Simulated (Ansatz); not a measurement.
**C6H16F2N2Zr: how energies converge with the basis set**

The task here is to estimate one member of a computed series from the others.

Method: one geometry, several basis sets; program: Ansatz 0.2.0, Gaussian basis.

The runs, in order: PBE0-D4/def2-SVP; ωB97M-V/def2-SVP; PBE0-D4/def2-QZVPP; ωB97M-V/def2-QZVPP; the functionals' def2-TZVPP values are taken from earlier runs.

**The geometry**

All runs share one geometry, relaxed beforehand with PBE0-D4 in a triple-zeta def2 set. Zr takes the def2 core potential; no spin-orbit term is included.

SMILES `C[N](C)[Zr]([F])([F])[NH]C(C)(C)C`, 27 atoms, charge 0, spin multiplicity 1.

Atoms are counted from 1 here; the program's logs count them from 0.

Bond lengths: C1–N2 1.438 Å, C1–H12 1.100 Å, C1–H13 1.091 Å, C1–H14 1.100 Å, N2–C3 1.446 Å, N2–Zr4 2.022 Å, C3–H15 1.099 Å, C3–H16 1.099 Å, C3–H17 1.099 Å, Zr4–F5 1.924 Å, Zr4–F6 1.932 Å, Zr4–N7 2.026 Å, N7–C8 1.461 Å, N7–H18 1.016 Å, C8–C9 1.525 Å, C8–C10 1.527 Å, C8–C11 1.527 Å, C9–H19 1.094 Å and more. Angles: N2–C1–H12 111.5°, N2–C1–H13 110.4°, N2–C1–H14 111.6°, H12–C1–H13 107.8°, H12–C1–H14 107.2°, H13–C1–H14 108.1°, C1–N2–C3 112.9°, C1–N2–Zr4 133.7°, C3–N2–Zr4 113.3°, N2–C3–H15 111.8°, N2–C3–H16 111.9°, N2–C3–H17 111.3°, H15–C3–H16 108.1°, H15–C3–H17 106.6°, H16–C3–H17 106.9°, N2–Zr4–F5 108.1°, N2–Zr4–F6 107.3°, N2–Zr4–N7 107.2° and more.

The first run:

Contents of in.yaml:

```yaml
crystal:
  periodic: [false, false, false]
  atoms:
    - {symbol: C, position_ang: [0.027678, 1.589888, 2.160133]}
    - {symbol: N, position_ang: [0.259800, 2.139730, 0.851581]}
    - {symbol: C, position_ang: [0.053177, 3.569371, 0.796327]}
    - {symbol: Zr, position_ang: [0.814650, 1.341371, -0.920842]}
    - {symbol: F, position_ang: [2.546690, 2.043553, -1.376590]}
    - {symbol: F, position_ang: [-0.510310, 1.863563, -2.226544]}
    - {symbol: N, position_ang: [0.972281, -0.660937, -0.653674]}
    - {symbol: C, position_ang: [-0.058892, -1.695826, -0.623813]}
    - {symbol: C, position_ang: [-1.419818, -1.007468, -0.634789]}
    - {symbol: C, position_ang: [0.087016, -2.525782, 0.649516]}
    - {symbol: C, position_ang: [0.068939, -2.601338, -1.847132]}
    - {symbol: H, position_ang: [0.692106, 2.041370, 2.911211]}
    - {symbol: H, position_ang: [0.208841, 0.513814, 2.158804]}
    - {symbol: H, position_ang: [-1.006070, 1.762758, 2.495080]}
    - {symbol: H, position_ang: [-0.977826, 3.843772, 1.060565]}
    - {symbol: H, position_ang: [0.732615, 4.107413, 1.471980]}
    - {symbol: H, position_ang: [0.233651, 3.960088, -0.214591]}
    - {symbol: H, position_ang: [1.897084, -1.077257, -0.593934]}
    - {symbol: H, position_ang: [-1.561454, -0.419408, -1.546882]}
    - {symbol: H, position_ang: [-1.530558, -0.345697, 0.230739]}
    - {symbol: H, position_ang: [-2.226328, -1.741764, -0.592044]}
    - {symbol: H, position_ang: [-0.674017, -3.309031, 0.697488]}
    - {symbol: H, position_ang: [-0.012186, -1.893184, 1.534210]}
    - {symbol: H, position_ang: [1.067874, -3.008252, 0.685185]}
    - {symbol: H, position_ang: [-0.041036, -2.020180, -2.765225]}
    - {symbol: H, position_ang: [1.049295, -3.085329, -1.866888]}
    - {symbol: H, position_ang: [-0.693199, -3.385228, -1.839859]}
basis:
  gaussian: {orbitals: def2-SVP}
hamiltonian: {xc: pbe0, dispersion: d4}
output: {orbitals: {seedname: orbitals}}
```

On the command line:

```
$ ansatz run in.yaml --threads 11 --pin off --events-out ev --progress --plain --max-ram 110592MiB --backend cpu
```

Steps of the session up to this table: PBE0-D4 in def2-SVP; ωB97M-V in def2-SVP; PBE0-D4 in def2-QZVPP; ωB97M-V in def2-QZVPP.

One of the session's tables, all rows but one given; the rest of the session is left out.

It belongs to the step «Density functionals: the series». 

| functional | basis | HOMO (eV) | LUMO (eV) |
| --- | --- | --- | --- |
| PBE0-D4 | def2-SVP | -6.42 | -0.24 |
| PBE0-D4 | def2-TZVPP | ? | ? |
| PBE0-D4 | def2-QZVPP | -6.51 | -0.37 |
| ωB97M-V | def2-SVP | -8.69 | 1.25 |
| ωB97M-V | def2-TZVPP | -8.77 | 0.96 |
| ωB97M-V | def2-QZVPP | -8.79 | 0.70 |

Estimate the missing values for PBE0-D4, def2-TZVPP.

The run gave: HOMO (eV): -6.50; LUMO (eV): -0.35. In the column «HOMO (eV)» it lies between PBE0-D4, def2-QZVPP (-6.51) and PBE0-D4, def2-SVP (-6.42).
